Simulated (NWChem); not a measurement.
**SiNH2F2 (SMILES [NH][SiH](F)F) at 6 levels**

Wanted: a comparison of 6 runs (UHF/def2-SVPD, UB3LYP/def2-SVPD, UM06-2X/def2-SVPD, UPBE/def2-SVPD, UPBE0/def2-SVPD, UMP2/def2-SVPD) of SiNH2F2. 

Program for the calculation: NWChem 7.3.0.

1 further run of the same task is left out (set aside as unsound or not needed).

### Step 1. The structure to begin with

SiNH2F2: 6 atoms, total charge 0, spin state doublet. As SMILES, `[NH][SiH](F)F`. The coordinates come from a PBE0-D4/def2-TZVP relaxation. This is one conformer, not always the lowest.

Bond lengths: N1–Si2 1.727 Å, Si2–F3 1.580 Å, Si2–F4 1.587 Å, N1–H5 1.021 Å, Si2–H6 1.473 Å. Angles: N1–Si2–F3 107.9°, N1–Si2–F4 114.0°, F3–Si2–F4 106.4°, N1–Si2–H6 109.2°, F3–Si2–H6 109.9°, F4–Si2–H6 109.3°, Si2–N1–H5 116.5°.

### Step 2. Energy and gradient at UHF/def2-SVPD (run 1)

f2h2nsi.nw

```
echo
start f2h2nsi
memory 2200 mb

geometry noautosym nocenter noautoz
   N    -0.025400    1.001700   -0.903700
   Si    0.188000   -0.244900    0.273000
   F     1.578700   -0.941400   -0.004700
   F    -0.908600   -1.390200    0.207400
   H    -0.977800    1.156700   -1.236500
   H     0.187200    0.354100    1.618300
end

basis spherical bse
   * library def2-SVPD
end

scf
   doublet
   uhf
   thresh 1e-08
   maxiter 80
   noprint "final vectors analysis"
end

task scf gradient
```

Launch:

```sh
nwchem f2h2nsi.nw > f2h2nsi.out
```

Standard output:

```text
[...]
  functions       =   106
[...]
  wavefunction    = UHF
[...]
         Total SCF energy =   -543.249499153835
      One electron energy =  -1104.142353737965
      Two electron energy =    385.146888711119
 Nuclear repulsion energy =    175.745965873010
                       Sz =      0.5000
                 Sz(Sz+1) =      0.7500
                      S^2 =      0.7584
[...]
                         UHF ENERGY GRADIENTS
    atom               coordinates                        gradient
                 x          y          z           x          y          z
   1 N      -0.047999   1.892939  -1.707745    0.013004  -0.001871   0.006596
   2 Si      0.355268  -0.462794   0.515895   -0.000957  -0.015743  -0.012648
   3 F       2.983310  -1.778988  -0.008882   -0.010429   0.006974   0.002455
   4 F      -1.717005  -2.627097   0.391929    0.007545   0.007836   0.001876
   5 H      -1.847774   2.185846  -2.336646   -0.009504  -0.000183  -0.001678
   6 H       0.353757   0.669152   3.058144    0.000340   0.002988   0.003399
[...]
```

Wall time 33 s (1 thread of Intel Xeon 6975P-C (Granite Rapids), shared host); peak memory 0.1 GiB.

### Step 3. Energy and gradient at UB3LYP/def2-SVPD (run 2)

run.py

```python
from ase import Atoms
from ase.calculators.nwchem import NWChem

atoms = Atoms(['N', 'Si', 'F', 'F', 'H', 'H'], positions=[
    [-0.025400, 1.001700, -0.903700],
    [0.188000, -0.244900, 0.273000],
    [1.578700, -0.941400, -0.004700],
    [-0.908600, -1.390200, 0.207400],
    [-0.977800, 1.156700, -1.236500],
    [0.187200, 0.354100, 1.618300],
])

calc = NWChem(
    label='mol',
    theory='dft',
    memory='2200 mb',
    basis='def2-SVPD',
    basispar='spherical bse',
    dft={'xc': 'b3lyp', 'mult': '2', 'grid': 'fine', 'convergence': 'energy 1e-08', 'iterations': '100', 'mulliken': None},
)
atoms.calc = calc

forces = atoms.get_forces()
print("Total energy (eV):", round(atoms.get_potential_energy(), 6))
print("forces (eV/A):")
for s, f in zip(atoms.symbols, forces):
    print(f"{s:2s} {f[0]:10.5f} {f[1]:10.5f} {f[2]:10.5f}")
```

Launch:

```sh
export ASE_NWCHEM_COMMAND="nwchem PREFIX.nwi > PREFIX.nwo"
python run.py
```

Standard output:

```text
Total energy (eV): -14828.924304
forces (eV/A):
N     0.07148    0.25896   -0.22050
Si   -0.21875    1.47622    0.57768
F     1.40593   -0.71842   -0.25973
F    -1.07092   -1.13489   -0.05096
H    -0.18810    0.10048   -0.11873
H     0.00036    0.01764    0.07225
```

The calculator wrote mol.nwi:

```
title "mol"

permanent_dir mol

scratch_dir mol

start mol

geometry units angstrom nocenter noautosym noautoz
  N  -2.5399999999999999e-02 1.0017000000000000e+00 -9.0369999999999995e-01
  Si 1.8800000000000000e-01 -2.4490000000000001e-01 2.7300000000000002e-01
  F  1.5787000000000000e+00 -9.4140000000000001e-01 -4.7000000000000002e-03
  F  -9.0859999999999996e-01 -1.3902000000000001e+00 2.0740000000000000e-01
  H  -9.7780000000000000e-01 1.1567000000000001e+00 -1.2364999999999999e+00
  H  1.8720000000000001e-01 3.5410000000000003e-01 1.6183000000000001e+00
end

memory 2200 mb

basis spherical bse noprint
   * library def2-SVPD
end

dft
  xc b3lyp
  mult 2
  grid fine
  convergence energy 1e-08
  iterations 100
  mulliken
end

task dft gradient
```

mol.nwo:

```text
Northwest Computational Chemistry Package (NWChem) 7.3.0
             --------------------------------------------------------

           Job information
           ---------------

    nwchem branch   = 7.3.0
    use scalapack   = T
    input           = mol.nwi
    prefix          = mol.
    data base       = mol/mol.db
    status          = startup
    nproc           =        1

           Memory information
           ------------------

    heap     =     72089600 doubles =      550.0 Mbytes
    stack    =     72089597 doubles =      550.0 Mbytes
    global   =    144179200 doubles =     1100.0 Mbytes (distinct from heap & stack)
    total    =    288358397 doubles =     2200.0 Mbytes
    verify   = yes
    hardfail = no

[... 120 lines left out ...]
          Convergence on energy requested:  1.00D-08
[... 27 lines left out ...]
          Convergence Information
[... 30 lines left out ...]
 1-e energy   =   -1102.610197
[... 56 lines left out ...]
      One electron energy =    -1104.252235162948
[... 8 lines left out ...]
                    DFT Final Alpha Molecular Orbital Analysis
[... 1634 lines left out ...]
          Convergence on gradient requested:  5.00D-04
[... 28 lines left out ...]
          total energy or number of iterations.
[... 37 lines left out ...]
                 ----------------------------------------
                 |  Time  |  1-e(secs)   |  2-e(secs)   |
                 ----------------------------------------
                 |  CPU   |       0.01   |       3.81   |
                 ----------------------------------------
                 |  WALL  |       0.01   |       3.81   |
                 ----------------------------------------

 Task  times  cpu:       30.7s     wall:       30.7s
 Total times  cpu:       30.7s     wall:       30.7s
```

Wall time 32 s (1 thread of Intel Xeon 6975P-C (Granite Rapids), shared host); peak memory 0.12 GiB.

Run 3 isn't shown in full; the table further down has it.

### Step 4. Energy and gradient at UPBE/def2-SVPD (run 4)

Edit run.py of step 3 so:

```diff
@@ -13,3 +13,3 @@
 calc = NWChem(
-    label='mol',
+    label='nw',
     theory='dft',
@@ -18,3 +18,3 @@
     basispar='spherical bse',
-    dft={'xc': 'b3lyp', 'mult': '2', 'grid': 'fine', 'convergence': 'energy 1e-08', 'iterations': '100', 'mulliken': None},
+    dft={'xc': 'xpbe96 cpbe96', 'mult': '2', 'grid': 'fine', 'convergence': 'energy 1e-08', 'iterations': '100', 'mulliken': None},
 )
```

Launch:

```sh
export ASE_NWCHEM_COMMAND="nwchem PREFIX.nwi > PREFIX.nwo"
python run.py
```

Standard output:

```text
Total energy (eV): -14817.284241
forces (eV/A):
N     0.42577    0.39713   -0.21140
Si   -0.35841    1.69724    0.42783
F     1.82080   -0.89732   -0.32154
F    -1.38886   -1.48687   -0.02340
H    -0.50702    0.12902   -0.20327
H     0.00776    0.16080    0.33178
```

The calculator wrote nw.nwi:

```
title "nw"

permanent_dir nw

scratch_dir nw

start nw

geometry units angstrom nocenter noautosym noautoz
  N  -2.5399999999999999e-02 1.0017000000000000e+00 -9.0369999999999995e-01
  Si 1.8800000000000000e-01 -2.4490000000000001e-01 2.7300000000000002e-01
  F  1.5787000000000000e+00 -9.4140000000000001e-01 -4.7000000000000002e-03
  F  -9.0859999999999996e-01 -1.3902000000000001e+00 2.0740000000000000e-01
  H  -9.7780000000000000e-01 1.1567000000000001e+00 -1.2364999999999999e+00
  H  1.8720000000000001e-01 3.5410000000000003e-01 1.6183000000000001e+00
end

memory 2200 mb

basis spherical bse noprint
   * library def2-SVPD
end

dft
  xc xpbe96 cpbe96
  mult 2
  grid fine
  convergence energy 1e-08
  iterations 100
  mulliken
end

task dft gradient
```

nw.nwo:

```text
Northwest Computational Chemistry Package (NWChem) 7.3.0
             --------------------------------------------------------

           Job information
           ---------------

    nwchem branch   = 7.3.0
    use scalapack   = T
    input           = nw.nwi
    prefix          = nw.
    data base       = nw/nw.db
    status          = startup
    nproc           =        1

           Memory information
           ------------------

    heap     =     72089600 doubles =      550.0 Mbytes
    stack    =     72089597 doubles =      550.0 Mbytes
    global   =    144179200 doubles =     1100.0 Mbytes (distinct from heap & stack)
    total    =    288358397 doubles =     2200.0 Mbytes
    verify   = yes
    hardfail = no

[... 122 lines left out ...]
          Convergence on energy requested:  1.00D-08
[... 24 lines left out ...]
          Convergence Information
[... 30 lines left out ...]
 1-e energy   =   -1102.610197
[... 56 lines left out ...]
      One electron energy =    -1104.166964646566
[... 8 lines left out ...]
                    DFT Final Alpha Molecular Orbital Analysis
[... 1638 lines left out ...]
          Convergence on gradient requested:  5.00D-04
[... 25 lines left out ...]
          total energy or number of iterations.
[... 37 lines left out ...]
                 ----------------------------------------
                 |  Time  |  1-e(secs)   |  2-e(secs)   |
                 ----------------------------------------
                 |  CPU   |       0.01   |       3.80   |
                 ----------------------------------------
                 |  WALL  |       0.01   |       3.80   |
                 ----------------------------------------

 Task  times  cpu:       26.4s     wall:       26.4s
 Total times  cpu:       26.4s     wall:       26.4s
```

Wall time 27 s (1 thread of Intel Xeon 6975P-C (Granite Rapids), shared host); peak memory 0.12 GiB.

Run 5 isn't shown in full; the table further down has it.

### Step 5. Energy and forces at UMP2/def2-SVPD (run 6)

m1.nw

```
START m1
TITLE "F2H2NSi"
memory 2200 mb

GEOMETRY noautosym nocenter noautoz
 N     -0.025400     1.001700    -0.903700
 Si     0.188000    -0.244900     0.273000
 F      1.578700    -0.941400    -0.004700
 F     -0.908600    -1.390200     0.207400
 H     -0.977800     1.156700    -1.236500
 H      0.187200     0.354100     1.618300
END

BASIS spherical bse
 * library def2-SVPD
END

SCF
 doublet
 uhf
 thresh 1e-08
 maxiter 80
END

MP2
 freeze core 8
 tight
END

TASK mp2 gradient
```

Launch:

```sh
nwchem m1.nw > m1.out
```

Standard output:

```text
[...]
  functions       =   106
[...]
  wavefunction    = UHF
[...]
         Total SCF energy =   -543.249499153835
      One electron energy =  -1104.142353737965
      Two electron energy =    385.146888711119
 Nuclear repulsion energy =    175.745965873010
                       Sz =      0.5000
                 Sz(Sz+1) =      0.7500
                      S^2 =      0.7584
[...]
          Total MP2 energy          -543.872907768248
[...]
                         mp2 ENERGY GRADIENTS
    atom               coordinates                        gradient
                 x          y          z           x          y          z
   1 N      -0.047999   1.892939  -1.707745    0.000586  -0.007382   0.007279
   2 Si      0.355268  -0.462794   0.515895    0.004133  -0.031230  -0.018140
   3 F       2.983310  -1.778988  -0.008882   -0.030521   0.015322   0.005994
   4 F      -1.717005  -2.627097   0.391929    0.023365   0.024151   0.001412
   5 H      -1.847774   2.185846  -2.336646    0.002341  -0.001859   0.002046
   6 H       0.353757   0.669152   3.058144    0.000095   0.000997   0.001408
[...]
```

Wall time 65 s (1 thread of Intel Xeon 6975P-C (Granite Rapids), shared host); peak memory 0.43 GiB.

### Step 6. All runs side by side

```
run              level  iteration cap  module  energy (Eh)  dipole moment (D)   ⟨S²⟩  largest force (eV/Å)  wall time
  1      UHF/def2-SVPD             80     scf  -543.249499               2.09  0.758                 1.040       33 s
  2   UB3LYP/def2-SVPD            100     dft  -544.952921               1.91  0.753                 1.600       32 s
  3  UM06-2X/def2-SVPD            100     dft  -544.825279               1.94  0.753                 1.415       42 s
  4     UPBE/def2-SVPD            100     dft  -544.525157               1.81  0.753                 2.055       27 s
  5    UPBE0/def2-SVPD            100     dft  -544.556550               1.92  0.753                 1.420       33 s
  6     UMP2/def2-SVPD             80     mp2  -543.872908               1.91  0.758                 1.869       65 s
```

### Step 7. What came out

| quantity | value |
| --- | --- |
| run 6: total energy | -543.87291 Eh |
| run 6: dipole moment (of the density that the program reports) | 1.91 D |
| run 6: HOMO energy (Hartree–Fock orbitals) (highest over α and β) | -12.61 eV |
| run 6: LUMO energy (Hartree–Fock orbitals) (lowest over α and β) | 0.85 eV |
| run 6: correlation energy (8 core orbitals frozen) | -623.4 mEh |
| run 6: ⟨S²⟩ of the reference determinant | 0.758 |
| run 6: largest force on an atom | 1.869 eV/Å |

In words: The dipole moment (its size) runs from 1.81 D (UPBE/def2-SVPD) to 2.09 D (UHF/def2-SVPD). Totals of different functionals can't be ranked against each other. All runs together took 3.9 min, the longest 65 s.
